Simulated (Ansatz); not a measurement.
# C4H12Ti: a ladder of functionals and wavefunction methods

One table from this session's results is given with a row withheld; the runs are named, their logs left out.

Computed with Ansatz 0.2.0, Gaussian basis. Level: functionals in def2-TZVPP, the program's frozen cores in correlated methods.

Levels to be run: LDA (SPW92), PBE-D4, revPBE-D4, BLYP-D4, r2SCAN-D4, B97M-V, PBE0-D4, B3LYP-D4, r2SCANh-D4, r2SCAN0-D4, HSE06-D4, BHLYP-D4, CAM-B3LYP-D4, LC-ωPBE, ωB97X-V, ωB97M-V, B2PLYP, PBE-QIDH; CCSD(T)/def2-SVP; CCSD(T)/def2-TZVPP; MP2/def2-QZVPP; extrapolation to the limit.

### Structure used throughout

The geometry comes from an earlier relaxation with PBE0-D4 in a triple-zeta def2 set; it is a stationary point, not always the lowest conformer.

17 atoms, charge 0, spin multiplicity 1.

Atoms are counted from 1 here; the program's logs count them from 0.

Bond lengths: C1–Ti2 2.064 Å, C1–H6 1.096 Å, C1–H7 1.096 Å, C1–H8 1.096 Å, Ti2–C3 2.064 Å, Ti2–C4 2.064 Å, Ti2–C5 2.064 Å, C3–H9 1.096 Å, C3–H10 1.096 Å, C3–H11 1.096 Å, C4–H12 1.096 Å, C4–H13 1.096 Å, C4–H14 1.096 Å, C5–H15 1.096 Å, C5–H16 1.096 Å, C5–H17 1.096 Å. Angles: Ti2–C1–H6 110.3°, Ti2–C1–H7 110.3°, Ti2–C1–H8 110.3°, H6–C1–H7 108.7°, H6–C1–H8 108.7°, H7–C1–H8 108.7°, C1–Ti2–C3 109.5°, C1–Ti2–C4 109.4°, C1–Ti2–C5 109.5°, C3–Ti2–C4 109.4°, C3–Ti2–C5 109.5°, C4–Ti2–C5 109.5°, Ti2–C3–H9 110.3°, Ti2–C3–H10 110.3°, Ti2–C3–H11 110.3°, H9–C3–H10 108.7°, H9–C3–H11 108.7°, H10–C3–H11 108.7° and more.

Geometry (Å):

```
C    -0.63229    0.89271   -1.74873
Ti   -0.00154    0.00068    0.00251
C     1.99462    0.42531    0.31171
C    -0.25459   -2.04308   -0.13763
C    -1.11241    0.72516    1.58413
H    -0.94710    1.92465   -1.55686
H     0.18129    0.90473   -2.48273
H    -1.47882    0.34058   -2.17221
H     2.23066    0.38108    1.38103
H     2.23064    1.42948   -0.05856
H     2.62328   -0.30037   -0.21677
H     0.45246   -2.55895    0.52185
H    -0.08211   -2.37719   -1.16699
H    -1.27365   -2.32013    0.15513
H    -2.13620    0.94432    1.25994
H    -1.15065   -0.01531    2.39130
H    -0.66270    1.64582    1.97328
```

The first run:

in.yaml reads:

```yaml
crystal:
  periodic: [false, false, false]
  atoms:
    - {symbol: C, position_ang: [-0.632290, 0.892708, -1.748727]}
    - {symbol: Ti, position_ang: [-0.001538, 0.000684, 0.002515]}
    - {symbol: C, position_ang: [1.994623, 0.425312, 0.311712]}
    - {symbol: C, position_ang: [-0.254590, -2.043081, -0.137631]}
    - {symbol: C, position_ang: [-1.112409, 0.725160, 1.584126]}
    - {symbol: H, position_ang: [-0.947101, 1.924649, -1.556858]}
    - {symbol: H, position_ang: [0.181293, 0.904731, -2.482727]}
    - {symbol: H, position_ang: [-1.478824, 0.340580, -2.172211]}
    - {symbol: H, position_ang: [2.230663, 0.381078, 1.381033]}
    - {symbol: H, position_ang: [2.230638, 1.429485, -0.058559]}
    - {symbol: H, position_ang: [2.623279, -0.300372, -0.216773]}
    - {symbol: H, position_ang: [0.452462, -2.558953, 0.521852]}
    - {symbol: H, position_ang: [-0.082110, -2.377186, -1.166992]}
    - {symbol: H, position_ang: [-1.273647, -2.320129, 0.155125]}
    - {symbol: H, position_ang: [-2.136201, 0.944321, 1.259935]}
    - {symbol: H, position_ang: [-1.150650, -0.015306, 2.391296]}
    - {symbol: H, position_ang: [-0.662698, 1.645817, 1.973284]}
basis:
  gaussian: {orbitals: def2-TZVPP}
hamiltonian: {xc: lda}
output: {orbitals: {seedname: orbitals}}
```

The run is started by

```sh
> ansatz run in.yaml --threads 2 --pin off --events-out ev --progress --plain --max-ram 32768MiB --backend cuda --devices 0, --max-vram 18GiB
```

Among the steps run: LDA; PBE-D4 (GGA); revPBE-D4 (GGA); BLYP-D4 (GGA); r2SCAN-D4 (meta-GGA); B97M-V (meta-GGA); PBE0-D4 (hybrid); B3LYP-D4 (hybrid); r2SCANh-D4 (hybrid); r2SCAN0-D4 (hybrid); HSE06-D4 (hybrid); BHLYP-D4 (hybrid); CAM-B3LYP-D4 (range-separated); LC-ωPBE (range-separated); ωB97X-V (range-separated); ωB97M-V (range-separated); B2PLYP (double hybrid); PBE-QIDH (double hybrid).

One of the session's tables, all rows but one given; the rest of the session is left out.

It belongs to the step «Orbital energies across the functionals». 

| functional | HOMO (eV) | gap (eV) |
| --- | --- | --- |
| LDA (SPW92) | -6.25 | 3.35 |
| PBE-D4 | -6.15 | 3.51 |
| revPBE-D4 | -6.11 | 3.56 |
| BLYP-D4 | -6.04 | 3.52 |
| r2SCAN-D4 | ? | ? |
| B97M-V | -6.54 | 4.25 |
| PBE0-D4 | -7.52 | 6.21 |
| B3LYP-D4 | -7.29 | 5.66 |
| r2SCANh-D4 | -6.95 | 5.07 |
| r2SCAN0-D4 | -7.72 | 6.56 |
| HSE06-D4 | -7.12 | 5.41 |
| BHLYP-D4 | -8.81 | 8.90 |
| CAM-B3LYP-D4 | -8.97 | 8.84 |
| LC-ωPBE | -10.41 | 11.47 |
| ωB97X-V | -10.04 | 11.06 |
| ωB97M-V | -9.91 | 10.89 |

Estimate the missing values for r2SCAN-D4.

Worked estimate for «HOMO (eV)». Against the share of exact exchange, r2SCANh-D4 (0.1, -6.95), r2SCAN0-D4 (0.25, -7.72) give a slope of -5.13 per unit share; at 0 the line stands at -6.44.

As computed: HOMO (eV): -6.44; gap (eV): 4.07. In «HOMO (eV)» the line misses by 0.00.
